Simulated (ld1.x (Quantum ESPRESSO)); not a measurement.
# A TM potential for gallium, from input to tests, part 1 of 2

Task: generate the file, and judge it by its errors in other configurations, its logarithmic derivatives, its ghosts and its cutoff.

The numbers are computed with ld1.x (Quantum ESPRESSO) 7.5 (LDA (PW92), scalar-relativistic, spin-unpolarised reference atom).

### Step 1. Starting point

Typed settings, in words:

* element: gallium (Ga, Z = 31)
* type: norm-conserving Troullier–Martins (Kleinman–Bylander form)
* frozen core: [Ar]
* valence charge: 13
* reference configuration: 3d10 4s2 4p1
* partial waves: 4s (bound): rc 2.00 bohr; 4p (bound): rc 2.10 bohr; 3d (bound): rc 1.05 bohr
* local potential: all-electron potential smoothed inside 1.00 bohr (lloc = -1)
* core correction: Bessel-smoothed model core, default radius (core density twice the valence density)

The outer shells as boxes (Hund's rule for the drawing; the calculation is spin-unpolarised):

```
[Ar] core
3d [↑↓][↑↓][↑↓][↑↓][↑↓]
4s [↑↓]
4p [↑ ][  ][  ]
```

An earlier all-electron run gives the scale for the radii.

All-electron outer shells of the reference configuration (LDA (PW92), scalar-relativistic, ld1.x):

| shell | level (eV) | outermost node (bohr) | outermost maximum (bohr) |
| --- | --- | --- | --- |
| 3s | -147.44 | 0.27 | 0.56 |
| 3p | -98.66 | 0.24 | 0.56 |
| 3d | -19.41 | – | 0.53 |
| 4s | -9.17 | 0.81 | 1.87 |
| 4p | -2.73 | 0.87 | 2.53 |

### Step 2. Generating the potential

Ga.in reads:

```
 &input
   title='Ga', zed=31., rel=1, dft='PW', iswitch=3,
   config='[Ar] 3d10 4s2 4p1',
   nld=3, rlderiv=2.30, eminld=-3.0, emaxld=5.0, deld=0.02
 /
 &inputp
   pseudotype=2, tm=.true., lloc=-1, rcloc=1.00,
   nlcc=.true., new_core_ps=.true.,
   file_pseudopw='Ga.UPF', file_wfcaegen='ae.wfc', file_wfcncgen='nc.wfc', file_beta='beta', file_chi='chi'
 /
3
4S  1  0   2.00   0.00  2.00  2.00  0.0
4P  2  1   1.00   0.00  2.10  2.10  0.0
3D  3  2  10.00   0.00  1.05  1.05  0.0
 &test
   configts(1)='3d10 4s2 4p1'
 /
```

On the command line:

```console
ld1.x < Ga.in > Ga.out
```

Output in Ga.out (without the banner and most projector matrices):

```text
     Program LD1 v.7.5
     --------------------------- All-electron run ----------------------------

     Ga
     scalar relativistic calculation

     atomic number is 31.00
     dft =PW   lsd =0 sic =0 latt =0  beta=0.20 tr2=1.0E-14
     Exchange-correlation= PW
                           (   1   4   0   0   0   0   0)
     mesh =1205 r(mesh) = 101.09016 a.u. xmin = -7.00 dx = 0.01250
     1 Ry =  13.60569312 eV, c = 137.03599908

     n l     nl                  e(Ry)          e(Ha)          e(eV)
     1 0     1S 1( 2.00)      -750.4709      -375.2355    -10210.6771
     2 0     2S 1( 2.00)       -92.6127       -46.3063     -1260.0596
     2 1     2P 1( 6.00)       -80.7168       -40.3584     -1098.2081
     3 0     3S 1( 2.00)       -10.8363        -5.4181      -147.4352
     3 1     3P 1( 6.00)        -7.2513        -3.6257       -98.6593
     3 2     3D 1(10.00)        -1.4264        -0.7132       -19.4071
     4 0     4S 1( 2.00)        -0.6740        -0.3370        -9.1703
     4 1     4P 1( 1.00)        -0.2009        -0.1004        -2.7331

     final scf error:  1.6E-15 reached in  29 iterations

     Etot =   -3882.243583 Ry,   -1941.121791 Ha,  -52820.614817 eV

     Ekin =    3946.704062 Ry,    1973.352031 Ha,   53697.644309 eV
     Encl =   -9361.625946 Ry,   -4680.812973 Ha, -127371.409759 eV
     Eh   =    1677.888875 Ry,     838.944438 Ha,   22828.841128 eV
     Exc  =    -145.210573 Ry,     -72.605287 Ha,   -1975.690495 eV

     normalization and overlap integrals

     s(1S/1S) =  1.000000  <r> =   0.0487  <r2> =    0.0032  r(max) =   0.0319
     s(2S/2S) =  1.000000  <r> =   0.2182  <r2> =    0.0562  r(max) =   0.1833
     s(2P/2P) =  1.000000  <r> =   0.1909  <r2> =    0.0447  r(max) =   0.1464
     s(3S/3S) =  1.000000  <r> =   0.6531  <r2> =    0.4929  r(max) =   0.5647
     s(3P/3P) =  1.000000  <r> =   0.6800  <r2> =    0.5460  r(max) =   0.5647
     s(3D/3D) =  1.000000  <r> =   0.8111  <r2> =    0.8645  r(max) =   0.5305
     s(4S/4S) =  1.000000  <r> =   2.3302  <r2> =    6.3244  r(max) =   1.8748
     s(4P/4P) =  1.000000  <r> =   3.3751  <r2> =   13.7520  r(max) =   2.5307

     ------------------------ End of All-electron run ------------------------

     --------------------- Generating NC pseudopotential ---------------------

      Generating local potential from pseudized AE potential:
      Matching radius rcloc =   1.0000

      Local pseudo, rcloc= 0.991 Estimated cut-off energy=    25.15 Ry

      Computing core charge for nlcc:

       r > 0.31 : true rho core
      Core charge pseudized with two Bessel functions
      Integrated core pseudo-charge :  14.63

      Wfc   4S  rcut= 1.996  Using Troullier-Martins method

      Wfc   4P  rcut= 2.098  Using Troullier-Martins method

      Wfc   3D  rcut= 1.042  Using Troullier-Martins method

     ------------------- End of pseudopotential generation -------------------

     [... the all-electron block is printed once more ...]


     Computing logarithmic derivative in   2.30431
     Computing logarithmic derivative in   2.30431
     Computing the partial wave expansion
     R is outside the sphere for l=    0 j= 0.00
     R is outside the sphere for l=    1 j= 0.00
     R is outside the sphere for l=    2 j= 0.00

     ---------------------- Testing the pseudopotential ----------------------

     Ga
     scalar relativistic calculation

     atomic number is 31.00   valence charge is 13.00
     dft =PW   lsd =0 sic =0 latt =0  beta=0.20 tr2=1.0E-14
     mesh =1205 r(mesh) = 101.09016 xmin = -7.00 dx = 0.01250

     n l     nl             e AE (Ry)        e PS (Ry)    De AE-PS (Ry)
     3 2     3D   1(10.00)       -1.42640       -1.42641        0.00002
     1 0     4S   1( 2.00)       -0.67400       -0.67400        0.00000
     2 1     4P   1( 1.00)       -0.20088       -0.20088       -0.00000

     eps = 5.4E-15  iter =  6

     Etot =   -3882.243583 Ry,   -1941.121791 Ha,  -52820.614817 eV
     Etotps =  -212.829531 Ry,    -106.414766 Ha,   -2895.693290 eV

     Ekin =     216.146333 Ry,     108.073166 Ha,    2940.820674 eV
     Encl =    -402.714596 Ry,    -201.357298 Ha,   -5479.211210 eV
     Ehrt =     142.241415 Ry,      71.120708 Ha,    1935.293048 eV
     Ecxc =     -87.579522 Ry,     -43.789761 Ha,   -1191.580103 eV
     (Ecc =     -58.037595 Ry,     -29.018797 Ha,    -789.641701 eV)
     Epseu=     -80.923161 Ry,     -40.461581 Ha,   -1101.015699 eV

     ---------------------- End of pseudopotential test ----------------------
```

It took 2.6 s on 1 thread of Neoverse-V1, shared host. (Generation and the later configuration tests together.)

Partial waves on a coarse radial grid (AE all-electron, PS pseudo):

```csv
r (bohr),3d AE,3d PS
0.105,0.1594,0.0423
0.210,0.5463,0.2805
0.315,0.8700,0.6890
0.420,1.0445,1.0490
0.525,1.0950,1.1961
0.630,1.0679,1.1547
0.735,1.0002,1.0381
0.840,0.9151,0.9228
0.945,0.8255,0.8259
1.050,0.7382,0.7382
1.155,0.6563,0.6563
1.260,0.5814,0.5814
1.365,0.5138,0.5138
1.470,0.4533,0.4533
1.575,0.3996,0.3996
1.680,0.3520,0.3520
1.785,0.3099,0.3099
1.890,0.2728,0.2728
1.995,0.2401,0.2401
2.100,0.2113,0.2113
2.205,0.1859,0.1859
2.310,0.1637,0.1637
2.415,0.1440,0.1440
2.520,0.1268,0.1268
2.625,0.1116,0.1116
2.730,0.0982,0.0982
```

(Continued in part 2 of 2.)
